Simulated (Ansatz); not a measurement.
# C2H5F3GeO: small, medium and large basis sets

The task here is to estimate one member of a computed series from the others.

Method: one geometry, several basis sets; program: Ansatz 0.2.0, Gaussian basis.

The runs, in order: PBE0-D4/def2-SVP; ωB97M-V/def2-SVP; PBE0-D4/def2-QZVPP; ωB97M-V/def2-QZVPP; the functionals' def2-TZVPP values are taken from earlier runs.

## Structure used throughout

An earlier PBE0-D4 in a triple-zeta def2 set relaxation fixed the geometry.

12 atoms, charge 0, spin multiplicity 1.

Atoms are counted from 1 here; the program's logs count them from 0.

Bond lengths: F1–C2 1.342 Å, C2–F3 1.334 Å, C2–F4 1.334 Å, C2–C5 1.514 Å, C5–O6 1.390 Å, C5–H8 1.099 Å, C5–H9 1.099 Å, O6–Ge7 1.787 Å, Ge7–H10 1.528 Å, Ge7–H11 1.539 Å, Ge7–H12 1.539 Å. Angles: F1–C2–F3 107.7°, F1–C2–F4 107.7°, F1–C2–C5 109.4°, F3–C2–F4 107.7°, F3–C2–C5 112.1°, F4–C2–C5 112.1°, C2–C5–O6 109.0°, C2–C5–H8 106.7°, C2–C5–H9 106.7°, O6–C5–H8 112.9°, O6–C5–H9 113.0°, H8–C5–H9 108.2°, C5–O6–Ge7 119.0°, O6–Ge7–H10 104.2°, O6–Ge7–H11 108.2°, O6–Ge7–H12 108.1°, H10–Ge7–H11 112.8°, H10–Ge7–H12 112.8° and more.

Set-up of the first run:

in.yaml reads:

```yaml
crystal:
  periodic: [false, false, false]
  atoms:
    - {symbol: F, position_ang: [-1.593691, -1.233793, 2.117096]}
    - {symbol: C, position_ang: [-1.314702, -1.130023, 0.808564]}
    - {symbol: F, position_ang: [-2.438902, -0.780742, 0.181137]}
    - {symbol: F, position_ang: [-0.966554, -2.341326, 0.371289]}
    - {symbol: C, position_ang: [-0.210921, -0.113461, 0.607592]}
    - {symbol: O, position_ang: [0.070454, -0.012943, -0.749403]}
    - {symbol: Ge, position_ang: [1.370208, 1.090845, -1.284574]}
    - {symbol: H, position_ang: [-0.567996, 0.830673, 1.041907]}
    - {symbol: H, position_ang: [0.647736, -0.459637, 1.199651]}
    - {symbol: H, position_ang: [1.397243, 0.931002, -2.803658]}
    - {symbol: H, position_ang: [1.002022, 2.518403, -0.841821]}
    - {symbol: H, position_ang: [2.682204, 0.645799, -0.613681]}
basis:
  gaussian: {orbitals: def2-SVP}
hamiltonian: {xc: pbe0, dispersion: d4}
output: {orbitals: {seedname: orbitals}}
```

The run is started by

```sh
ansatz run in.yaml --threads 4 --pin off --events-out ev --progress --plain --max-ram 11315MiB
```

Among the steps run: PBE0-D4 in def2-SVP; ωB97M-V in def2-SVP; PBE0-D4 in def2-QZVPP; ωB97M-V in def2-QZVPP.

One table of the session follows, with a row left open; its other results are not shown here.

It belongs to the step «Density functionals: the series». 

| functional | basis | HOMO (eV) | LUMO (eV) |
| --- | --- | --- | --- |
| PBE0-D4 | def2-SVP | -8.30 | 0.06 |
| PBE0-D4 | def2-TZVPP | -8.42 | -0.18 |
| PBE0-D4 | def2-QZVPP | -8.45 | -0.39 |
| ωB97M-V | def2-SVP | -10.66 | 1.95 |
| ωB97M-V | def2-TZVPP | ? | ? |
| ωB97M-V | def2-QZVPP | -10.84 | 1.15 |

**Question.** Estimate the row for ωB97M-V, def2-TZVPP.

**Answer.** HOMO (eV): -10.80; LUMO (eV): 1.61. In the column «HOMO (eV)» it lies between ωB97M-V, def2-QZVPP (-10.84) and ωB97M-V, def2-SVP (-10.66).
